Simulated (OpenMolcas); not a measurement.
**CH3BN2 (SMILES BN=C=N), run twice**

Aim: the energy of CH3BN2 at MCPF/4-31G.

The calculation is run with OpenMolcas 26.06.

6 further runs of the same task are left out: 6 set aside as unsound or not needed.

### Step 1. Starting point

The species is CH3BN2 (7 atoms), meant as a singlet with charge 0. SMILES: `BN=C=N`. The coordinates come from a GFN2-xTB relaxation.

Bond lengths: B1–N2 1.371 Å, N2–C3 1.195 Å, C3–N4 1.208 Å, B1–H5 1.173 Å, B1–H6 1.172 Å, N4–H7 1.002 Å. Angles: B1–N2–C3 178.6°, N2–C3–N4 168.4°, N2–B1–H5 118.7°, N2–B1–H6 118.6°, C3–N4–H7 126.4°, H5–B1–H6 122.7°.

### Step 2. Try one

The input, struct.xyz:

```xyz
7

B     -0.864510     1.318630     0.089720
N      0.520540    -0.850270    -0.035040
C      0.500540    -0.850270    -0.035040
N      0.957170    -1.967820    -0.004700
H     -0.361120     2.308300    -0.287440
H     -1.955630     1.285070     0.515400
H      1.870470    -2.245420    -0.307990
```

The input, run.input:

```
&GATEWAY
Coord=struct.xyz
Basis=4-31G
Group=NoSym
&SEWARD
&SCF
Iterations=73
PrOrbitals=1 1
&MOTRA
Frozen=4
&GUGA
Electrons=20
Spin=1
Inactive=10
Active=0
CIAll=1
&CPF
MCPF
```

Launch:

```bash
export MOLCAS_MEM=1860
pymolcas run.input > run.log
```

What it wrote:

```text
--- Start Module: gateway ---
[...]
--- Stop Module: gateway /rc=_RC_ALL_IS_WELL_ ---
[...]
      Basis functions           42
[...]
       Convergence after  16 Iterations
[...]
::    Total SCF energy                                827.5647156617
[...]
      Total spin, S                                     0.0000000000
[...]
      *** WARNING: Default frozen orbitals is overwritten by user input.
      *** Default values:   4
[...]
--- Start Module: guga ---
[...]
--- Stop Module: guga /rc=_RC_ALL_IS_WELL_ ---
--- Start Module: cpf ---
[...]
      Active orbitals                            0       0
[...]
      Spin quantum number                      0.0
[...]
     FINAL MCPF ENERGY          827.31564479
     FINAL CORRELATION ENERGY   -0.24907087  REFERENCE ENERGY     827.56471566
[...]
      Total electronic charge=   28.000000
      Total            charge=   -0.000000
[...]
      Dipole Moment (debye):
      Origin of the operator (angstrom)=    0.3096   -0.6253   -0.0013
                   X= -3.4074E-01               Y=  3.3388E+00               Z= -3.9539E-01           Total=  3.3794E+00
      Quadrupole Moment (debye*angstrom):
[...]
--- Stop Module: cpf /rc=_RC_ALL_IS_WELL_ ---
[...]
```

Run time: 3.6 s. Hardware: 1 thread of Arm Neoverse V1, shared host; peak memory 0.38 GiB.

### Step 3. Diagnosis

The run finished; that doesn't make the result usable.

What is wrong: two atoms lie on top of or far too near each other. As the program read them, the closest atoms are 0.02 Å apart, against 1.00 Å in the sound input.

### Step 4. Try two

Edit struct.xyz of step 2 so:

```diff
@@ -3,3 +3,3 @@
 B     -0.864510     1.318630     0.089720
-N      0.520540    -0.850270    -0.035040
+N     -0.146910     0.151500     0.030050
 C      0.500540    -0.850270    -0.035040
```

The input, run.inp:

```
>>> EXPORT MOLCAS_PRINT=2

&GATEWAY
  COORD = struct.xyz
  BASIS = 4-31G
  GROUP = NoSym

&SEWARD

&SCF
  ITERATIONS = 50
  CORE
  PRORBITALS = 1 2

&MOTRA
  FROZEN = 0

&GUGA
  ELECTRONS = 28
  SPIN = 1
  INACTIVE = 14
  ACTIVE = 0
  CIALL = 1

&CPF
  MCPF
```

Launch:

```bash
export MOLCAS_MEM=1860
pymolcas run.inp > run.log
```

What it wrote:

```text
--- Start Module: gateway ---
[...]
--- Stop Module: gateway /rc=_RC_ALL_IS_WELL_ ---
[...]
      Basis functions           42
[...]
       Convergence after  17 Iterations
[...]
::    Total SCF energy                               -172.9254087391
[...]
      Total spin, S                                     0.0000000000
[...]
      *** WARNING: Default frozen orbitals is overwritten by user input.
      *** Default values:   4
[...]
--- Start Module: guga ---
[...]
--- Stop Module: guga /rc=_RC_ALL_IS_WELL_ ---
--- Start Module: cpf ---
[...]
      Active orbitals                            0       0
[...]
      Spin quantum number                      0.0
[...]
     FINAL MCPF ENERGY         -173.30742690
     FINAL CORRELATION ENERGY   -0.38201816  REFERENCE ENERGY    -172.92540874
[...]
      Total electronic charge=   28.000000
      Total            charge=    0.000000
[...]
      Dipole Moment (debye):
      Origin of the operator (angstrom)=    0.1367   -0.3657    0.0156
                   X=  2.0277E+00               Y= -4.4888E-01               Z= -7.0405E-01           Total=  2.1929E+00
      Quadrupole Moment (debye*angstrom):
[...]
--- Stop Module: cpf /rc=_RC_ALL_IS_WELL_ ---
[...]
```

It took 5.4 s on 1 thread of Arm Neoverse V1, shared host; peak memory 0.38 GiB.

### Step 5. Summary of results

Level: MCPF/4-31G.

```
                             quantity          value
                         total energy  -173.30743 Eh
   dipole moment (mean-field density)         2.07 D
  HOMO energy (Hartree–Fock orbitals)      -10.53 eV
  LUMO energy (Hartree–Fock orbitals)        2.91 eV
HOMO–LUMO gap (Hartree–Fock orbitals)       13.44 eV
                   correlation energy     -382.0 mEh
```

What this shows: The first attempt's energy was +27228.341 eV off this one.
